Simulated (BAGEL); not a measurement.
**RI-MP2/cc-pVDZ (density fitting with cc-pvqz-jkfit) run of C3H10Si (trimethylsilane)**

What is the energy change on altering one bond length of C3H10Si (trimethylsilane) at RI-MP2/cc-pVDZ (density fitting with cc-pvqz-jkfit)? 

The calculation is run with BAGEL 1.2.2.

1 further run of the same task is left out (set aside as unsound or not needed).

### 1 Starting point

C3H10Si: 14 atoms, total charge 0, spin state singlet. As SMILES, `C[SiH](C)C`. Geometry: relaxed at PBE0-D4/def2-TZVP.

Bond lengths: C1–Si2 1.874 Å, Si2–C3 1.874 Å, Si2–C4 1.874 Å, C1–H5 1.093 Å, C1–H6 1.093 Å, C1–H7 1.094 Å, Si2–H8 1.494 Å, C3–H9 1.094 Å, C3–H10 1.093 Å, C3–H11 1.093 Å, C4–H12 1.093 Å, C4–H13 1.094 Å, C4–H14 1.093 Å. Some angles: C1–Si2–C3 110.3°, C1–Si2–C4 110.3°, C3–Si2–C4 110.3°, C1–Si2–H8 108.6°, C3–Si2–H8 108.6°, C4–Si2–H8 108.6°, Si2–C1–H5 111.2°, Si2–C1–H6 111.1°, Si2–C1–H7 110.9°, Si2–C3–H9 110.9°.

### 2 A single-point energy at RI-MP2/cc-pVDZ (density fitting with cc-pvqz-jkfit)

File job.json:

```json
{ "bagel": [

{
  "title": "molecule",
  "basis": "cc-pvdz.json",
  "df_basis": "cc-pvqz-jkfit",
  "angstrom": "true",
  "geometry": [
    { "atom": "C", "xyz": [   -0.956800,    1.082600,   -1.038400 ] },
    { "atom": "Si", "xyz": [   -0.338800,   -0.014600,    0.348900 ] },
    { "atom": "C", "xyz": [    1.239400,    0.684100,    1.077800 ] },
    { "atom": "C", "xyz": [   -0.051300,   -1.756700,   -0.277600 ] },
    { "atom": "H", "xyz": [   -1.888100,    0.697200,   -1.460900 ] },
    { "atom": "H", "xyz": [   -1.145900,    2.098700,   -0.683100 ] },
    { "atom": "H", "xyz": [   -0.221600,    1.141300,   -1.845900 ] },
    { "atom": "H", "xyz": [   -1.379500,   -0.059300,    1.420400 ] },
    { "atom": "H", "xyz": [    2.029000,    0.733500,    0.322800 ] },
    { "atom": "H", "xyz": [    1.601800,    0.063500,    1.901200 ] },
    { "atom": "H", "xyz": [    1.081800,    1.694100,    1.464300 ] },
    { "atom": "H", "xyz": [   -0.968800,   -2.184000,   -0.689800 ] },
    { "atom": "H", "xyz": [    0.706900,   -1.767300,   -1.065700 ] },
    { "atom": "H", "xyz": [    0.291900,   -2.413100,    0.526000 ] }
  ]
},
{ "title": "hf" },
{ "title": "mp2", "ncore": 8 }

]}
```

The basis set cc-pVDZ is read from a file made from the Basis Set Exchange's data (not shown).

The run is started by

```
$ BAGEL_NUM_THREADS=1 BAGEL job.json > job.out
```

The program printed:

```text
* using 1 threads per process

  ===============================================================
  ===============================================================

  *** Geometry ***

  { "atom" : "C", "xyz" : [     -1.808090,      2.045818,     -1.962292 ] },
  { "atom" : "Si", "xyz" : [     -0.640239,     -0.027590,      0.659325 ] },
  { "atom" : "C", "xyz" : [      2.342127,      1.292762,      2.036747 ] },
  { "atom" : "C", "xyz" : [     -0.096943,     -3.319682,     -0.524588 ] },
  { "atom" : "H", "xyz" : [     -3.567992,      1.317517,     -2.760701 ] },
  { "atom" : "H", "xyz" : [     -2.165437,      3.965968,     -1.290872 ] },
  { "atom" : "H", "xyz" : [     -0.418763,      2.156744,     -3.488245 ] },
  { "atom" : "H", "xyz" : [     -2.606877,     -0.112061,      2.684167 ] },
  { "atom" : "H", "xyz" : [      3.834254,      1.386114,      0.610004 ] },
  { "atom" : "H", "xyz" : [      3.026963,      0.119998,      3.592747 ] },
  { "atom" : "H", "xyz" : [      2.044306,      3.201385,      2.767126 ] },
  { "atom" : "H", "xyz" : [     -1.830767,     -4.127162,     -1.303533 ] },
  { "atom" : "H", "xyz" : [      1.335847,     -3.339713,     -2.013881 ] },
  { "atom" : "H", "xyz" : [      0.551611,     -4.560098,      0.993996 ] },

  Number of auxiliary basis functions:      976

  Since a DF basis is specified, we compute 2- and 3-index integrals:
    o Being stored without compression. Storage requirement is 0.094 GB

  Number of basis functions:      110
  Number of electrons      :       42

    * METHOD: MOLECULE                             1.10

  *** RHF ***

  === Nuclear Repulsion ===
   175.3326318543

      * DIIS with orbital gradients will be used.

  === RHF iteration (cc-pvdz.json) ===
      0       -408.14747168          0.01474713           0.20
      1       -408.35179268          0.00611267           0.20
      2       -408.38570228          0.00136479           0.20
      3       -408.38779305          0.00011320           0.29
      4       -408.38781053          0.00002953           0.20
      5       -408.38781190          0.00000601           0.21
      6       -408.38781194          0.00000096           0.32
      7       -408.38781194          0.00000013           0.22
      8       -408.38781194          0.00000003           0.21
      9       -408.38781194          0.00000001           0.20
    * SCF iteration converged.

    * Permanent dipole moment:
           (   -0.155868,    -0.006540,     0.160325) a.u.

    * METHOD: HF                                   2.74

  *** RHF ***

  === Nuclear Repulsion ===
   175.3326318543

      * DIIS with orbital gradients will be used.

  === RHF iteration (cc-pvdz.json) ===
      0       -408.38781194          0.00000000           0.20
    * SCF iteration converged.

    * Permanent dipole moment:
           (   -0.155868,    -0.006540,     0.160325) a.u.

  === DF-MP2 calculation ===

    * freezing 8 orbitals
    * 3-index integral transformation done
    * assembly done

      MP2 correlation energy:   -0.5463228930      0.14

      MP2 total energy:       -408.9341348351

    * METHOD: MP2                                  0.58

  ===============================================================
```

Wall time 5.4 s (1 thread of Intel Xeon 6975P-C (Granite Rapids), shared host); peak memory 0.28 GiB.

### 3 The distorted shape

File mp2.json:

```json
{ "bagel": [

{
  "title": "molecule",
  "basis": "cc-pvdz.json",
  "df_basis": "cc-pvqz-jkfit",
  "angstrom": "true",
  "geometry": [
    { "atom": "C", "xyz": [      -1.049487,       1.247157,      -1.246466 ] },
    { "atom": "Si", "xyz": [      -0.338800,      -0.014600,       0.348900 ] },
    { "atom": "C", "xyz": [       1.239400,       0.684100,       1.077800 ] },
    { "atom": "C", "xyz": [      -0.051300,      -1.756700,      -0.277600 ] },
    { "atom": "H", "xyz": [      -1.980787,       0.861757,      -1.668966 ] },
    { "atom": "H", "xyz": [      -1.238587,       2.263257,      -0.891166 ] },
    { "atom": "H", "xyz": [      -0.314287,       1.305857,      -2.053966 ] },
    { "atom": "H", "xyz": [      -1.379500,      -0.059300,       1.420400 ] },
    { "atom": "H", "xyz": [       2.029000,       0.733500,       0.322800 ] },
    { "atom": "H", "xyz": [       1.601800,       0.063500,       1.901200 ] },
    { "atom": "H", "xyz": [       1.081800,       1.694100,       1.464300 ] },
    { "atom": "H", "xyz": [      -0.968800,      -2.184000,      -0.689800 ] },
    { "atom": "H", "xyz": [       0.706900,      -1.767300,      -1.065700 ] },
    { "atom": "H", "xyz": [       0.291900,      -2.413100,       0.526000 ] }
  ]
},

{ "title": "hf" },

{ "title": "mp2", "ncore": 8 }

]}
```

The basis set cc-pVDZ is read from a file made from the Basis Set Exchange's data (not shown).

The run is started by

```
$ BAGEL_NUM_THREADS=1 BAGEL mp2.json > mp2.out
```

The program printed:

```text
* using 1 threads per process

  ===============================================================
  ===============================================================

  *** Geometry ***

  { "atom" : "C", "xyz" : [     -1.983243,      2.356785,     -2.355479 ] },
  { "atom" : "Si", "xyz" : [     -0.640239,     -0.027590,      0.659325 ] },
  { "atom" : "C", "xyz" : [      2.342127,      1.292762,      2.036747 ] },
  { "atom" : "C", "xyz" : [     -0.096943,     -3.319682,     -0.524588 ] },
  { "atom" : "H", "xyz" : [     -3.743145,      1.628485,     -3.153889 ] },
  { "atom" : "H", "xyz" : [     -2.340590,      4.276936,     -1.684060 ] },
  { "atom" : "H", "xyz" : [     -0.593916,      2.467712,     -3.881433 ] },
  { "atom" : "H", "xyz" : [     -2.606877,     -0.112061,      2.684167 ] },
  { "atom" : "H", "xyz" : [      3.834254,      1.386114,      0.610004 ] },
  { "atom" : "H", "xyz" : [      3.026963,      0.119998,      3.592747 ] },
  { "atom" : "H", "xyz" : [      2.044306,      3.201385,      2.767126 ] },
  { "atom" : "H", "xyz" : [     -1.830767,     -4.127162,     -1.303533 ] },
  { "atom" : "H", "xyz" : [      1.335847,     -3.339713,     -2.013881 ] },
  { "atom" : "H", "xyz" : [      0.551611,     -4.560098,      0.993996 ] },

  Number of auxiliary basis functions:      976

  Since a DF basis is specified, we compute 2- and 3-index integrals:
    o Being stored without compression. Storage requirement is 0.094 GB

  Number of basis functions:      110
  Number of electrons      :       42

    * METHOD: MOLECULE                             1.01

  *** RHF ***

  === Nuclear Repulsion ===
   169.5938188745

      * DIIS with orbital gradients will be used.

  === RHF iteration (cc-pvdz.json) ===
      0       -408.14350122          0.01414543           0.25
      1       -408.33781509          0.00580569           0.22
      2       -408.36934371          0.00133251           0.19
      3       -408.37142531          0.00012182           0.23
      4       -408.37144407          0.00003401           0.23
      5       -408.37144610          0.00001265           0.24
      6       -408.37144627          0.00000284           0.20
      7       -408.37144629          0.00000113           0.20
      8       -408.37144629          0.00000039           0.21
      9       -408.37144629          0.00000009           0.20
     10       -408.37144629          0.00000001           0.19
     11       -408.37144629          0.00000001           0.20
    * SCF iteration converged.

    * Permanent dipole moment:
           (   -0.248772,     0.132707,    -0.001976) a.u.

    * METHOD: HF                                   3.01

  *** RHF ***

  === Nuclear Repulsion ===
   169.5938188745

      * DIIS with orbital gradients will be used.

  === RHF iteration (cc-pvdz.json) ===
      0       -408.37144629          0.00000000           0.25
    * SCF iteration converged.

    * Permanent dipole moment:
           (   -0.248772,     0.132707,    -0.001976) a.u.

  === DF-MP2 calculation ===

    * freezing 8 orbitals
    * 3-index integral transformation done
    * assembly done

      MP2 correlation energy:   -0.5467828648      0.15

      MP2 total energy:       -408.9182291570

    * METHOD: MP2                                  0.70

  ===============================================================
```

It took 5.4 s on 1 thread of Intel Xeon 6975P-C (Granite Rapids), shared host; peak memory 0.28 GiB.

### 4 What came out

At RI-MP2/cc-pVDZ (density fitting with cc-pvqz-jkfit), 8 core orbitals frozen:

| quantity | value |
| --- | --- |
| first shape: total energy | -408.93413 Eh |
| first shape: correlation energy (8 core orbitals frozen) | -546.3 mEh |
| distorted shape: total energy | -408.91823 Eh |
| distorted shape: correlation energy (8 core orbitals frozen) | -546.8 mEh |
| energy change with the C1–Si2 bond stretched from 1.874 to 2.155 Å | 0.433 eV |

In words: With the C1–Si2 bond stretched from 1.874 to 2.155 Å the energy rises by 0.43 eV (41.8 kJ/mol). The first shape isn't relaxed at this level, so the change isn't measured from a minimum.
